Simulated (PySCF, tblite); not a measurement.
# C₃H₁₄Ge₂OSi: geometry, infrared bands, NMR shifts and electronic excitations, part 2 of 2

tblite 0.8.0 and PySCF 2.14.0. Atoms count from 0. The steps go on from the part before.

**7. Nuclear shieldings: B97-2/pcSseg-1**

What the job is given:

```
{"job": {"kind": "nmr", "xc": "B97-2", "basis": "pcSseg-1", "pop": false}, "charge": 0, "multiplicity": 1}
C     -1.857192    -1.620572    -0.438789
C     -1.710001    -0.139675    -0.135199
C     -2.253998     0.231993     1.229177
O     -0.342123     0.238330    -0.165267
Si     0.580044     0.520776    -1.529613
Ge     2.663922     1.160704    -0.588380
Ge     2.658187     0.177798     1.627596
H     -2.914514    -1.924196    -0.410120
H     -1.302621    -2.214300     0.304523
H     -1.461184    -1.865784    -1.435926
H     -2.259677     0.438886    -0.905478
H     -3.324459    -0.009579     1.306056
H     -2.120810     1.307262     1.415245
H     -1.711987    -0.320176     2.012604
H     -0.068271     1.563761    -2.389175
H      0.732471    -0.714816    -2.365689
H      2.797476     2.693047    -0.484590
H      3.850092     0.636447    -1.421608
H      4.053251     0.263225     2.278870
H      2.258979    -1.305531     1.528465
H      1.646833     0.911013     2.523738
```

With the program's defaults for keys left out, this is: GIAO B97-2/pcSseg-1 NMR shielding, non-relativistic, gas phase.

Log:

```text
coarse grid: 76576 points
cycle   1  E = -4641.9190791972  dE = -1.049e+00  |g| = 1.224e+00  |ddm| = 4.080e+00
cycle   2  E = -4641.6856281751  dE =  2.335e-01  |g| = 1.568e+00  |ddm| = 2.079e+00
cycle   3  E = -4642.0441169470  dE = -3.585e-01  |g| = 3.553e-01  |ddm| = 1.717e+00
cycle   4  E = -4642.0660608976  dE = -2.194e-02  |g| = 8.512e-02  |ddm| = 3.142e-01
cycle   5  E = -4642.0669087007  dE = -8.478e-04  |g| = 1.369e-02  |ddm| = 6.906e-02
cycle   6  E = -4642.0669400299  dE = -3.133e-05  |g| = 4.674e-03  |ddm| = 1.736e-02
cycle   7  E = -4642.0669453898  dE = -5.360e-06  |g| = 9.590e-04  |ddm| = 4.738e-03
final grid: 158048 points
cycle   8  E = -4642.0668997204  dE = -5.003e-08  |g| = 1.131e-03  |ddm| = 2.729e-03
cycle   9  E = -4642.0668995721  dE =  1.482e-07  |g| = 1.431e-03  |ddm| = 2.072e-03
cycle  10  E = -4642.0668999909  dE = -4.187e-07  |g| = 1.415e-04  |ddm| = 1.200e-03
cycle  11  E = -4642.0668999946  dE = -3.686e-09  |g| = 3.109e-05  |ddm| = 1.343e-04
cycle  12  E = -4642.0668999947  dE = -1.501e-10  |g| = 4.755e-06  |ddm| = 2.651e-05
converged SCF energy = -4642.0668999947

GIAO shielding tensors (ppm)
atom      isotropic    diamagn.    paramagn.     s11        s22        s33       span
  0 C      160.001     248.464     -88.463    143.488    154.310    182.204     38.716
  1 C      112.806     239.242    -126.436     85.508     96.446    156.464     70.957
  2 C      156.773     247.259     -90.486    138.543    149.381    182.394     43.850
  3 O      279.418     404.532    -125.114    242.462    288.294    307.499     65.036
  4 Si     375.527     881.244    -505.717    297.040    365.415    464.126    167.086
  5 Ge    1666.053    2762.594   -1096.540   1645.291   1672.063   1680.806     35.515
  6 Ge    1635.048    2758.136   -1123.088   1626.887   1631.433   1646.824     19.937
  7 H       30.439      28.607       1.832     26.198     27.825     37.293     11.095
  8 H       30.364      31.188      -0.824     27.408     29.310     34.372      6.964
  9 H       29.710      30.707      -0.997     25.123     29.265     34.741      9.618
 10 H       27.693      30.593      -2.900     24.464     26.891     31.724      7.260
 11 H       30.470      28.457       2.013     26.146     27.938     37.325     11.179
 12 H       29.920      30.329      -0.409     26.199     28.342     35.219      9.020
 13 H       30.166      30.972      -0.807     27.108     29.554     33.836      6.729
 14 H       26.148      29.531      -3.383     22.211     24.775     31.458      9.247
 15 H       26.087      30.234      -4.147     21.610     25.758     30.893      9.283
 16 H       27.871      30.450      -2.579     21.987     22.049     39.578     17.591
 17 H       28.011      30.230      -2.218     21.852     22.150     40.031     18.179
 18 H       27.685      28.551      -0.866     20.982     22.165     39.908     18.926
 19 H       27.739      30.063      -2.324     21.129     23.873     38.215     17.086
 20 H       27.724      29.945      -2.221     21.144     23.771     38.258     17.114
```

Wall time 55 s (1 thread of Arm Neoverse V1, shared host); peak memory 1.3 GiB.

Key values: δ C1 70.9, C0 25.3, O3 52.2, Si4 -18.1, H14 5.26, H10 3.68 ppm (means over like atoms).

**8. Run by run: NMR shifts**

Shifts (ppm) of some atoms, chosen among heavy atoms and hydrogens apart, means over like atoms, with basis size and wall time:

```csv
run,C1,H14,H16,O3,Si4,Ge6,Ge5,functions,time
PBE0/pcSseg-1,71.3,5.36,3.48,54.7,-17.4,-322,-353,244,68 s
B97-2/pcSseg-1,70.9,5.26,3.43,52.2,-18.1,-314,-345,244,55 s
```

**9. What came out**

What follows sums up all 2 parts.

| quantity | value |
| --- | --- |
| strongest single infrared mode (GFN2-xTB) | 1989 cm⁻¹, 652 km/mol |
| zero-point energy (GFN2-xTB) | 94.0 kcal/mol |
| point group | C1 |
| rotational constants (main isotopes) | 1.24, 0.54, 0.41 GHz |
| ¹³C shifts against TMS (PBE0/pcSseg-1, means over atoms taken as alike) | 71.3, 25.4 ppm |
| ¹H shifts against TMS (PBE0/pcSseg-1, means over atoms taken as alike) | 5.36, 3.69, 3.67, 3.48, 1.19 ppm |
| ¹⁷O shifts against H2O (PBE0/pcSseg-1) | 54.7 ppm |
| ²⁹Si shifts against TMS (PBE0/pcSseg-1) | -17.4 ppm |
| ⁷³Ge shifts against GeMe4 (PBE0/pcSseg-1) | -322, -353 ppm |
| lowest singlet (CAM-B3LYP/def2-SVPD) | 6.35 eV (195 nm), f = 0.168 |
| brightest single state of those computed | state 6, 7.35 eV, f = 0.246 |
| lowest triplet | 5.63 eV |
| vertical ionisation energy (ΔSCF) | 9.42 eV |
| range of the shift of Ge5 | -353 to -345 ppm |

In words: The optimisation took 114 steps and gained 1.032 eV; among the close pairs (by a distance rule), O3–Si4 changed most, from 1.719 to 1.611 Å (GFN2-xTB). The lowest mode is slightly imaginary (6i cm⁻¹), a soft motion within the noise of the Hessian, so the minimum is not strictly shown. The strongest single mode, at 1989 cm⁻¹, moves mainly H19 and H20. Unscaled tight-binding wavenumbers are off by several per cent, some by more. Its intensities can rank the bands wrongly. The start of the PBE0/def2-SVP relaxation was shaken at random by about 0.01 Å, so part of the energy gained, and of the first lengths quoted, undoes that. Relaxing lowered the energy by 0.580 eV in 21 steps; the close pair that moved most is O3–Si4, from 1.590 to 1.671 Å (PBE0/def2-SVP). The most deshielded carbon is C1 (sp3 CH bonded to O), at 71.3 ppm: pulled downfield by the heteroatom. At PBE0/pcSseg-1: The widest tensor belongs to Si4: span 174 ppm, with a paramagnetic part of -512 ppm. The first singlet state (HOMO→LUMO 0.77) lies at 6.35 eV and is bright; of the 10 states computed, the strongest absorption comes from state 6 at 7.35 eV. The lowest triplet lies 0.71 eV below the lowest singlet (triplets in Tamm-Dancoff, singlets in full TDDFT). ΔSCF puts the ionisation energy at 9.42 eV, 0.64 eV above −ε(HOMO). In ppm, Ge5 moves most: its shift spreads over 8 ppm, from -353 (PBE0/pcSseg-1) to -345 (B97-2/pcSseg-1). Spin-orbit coupling is left out, which matters for shieldings and couplings at and beside the heavy atoms. These values are for one conformer; the search (at its own cheap level) found 2 more, at 0.84, 1.36 kcal/mol, and measured spectra average over such forms.
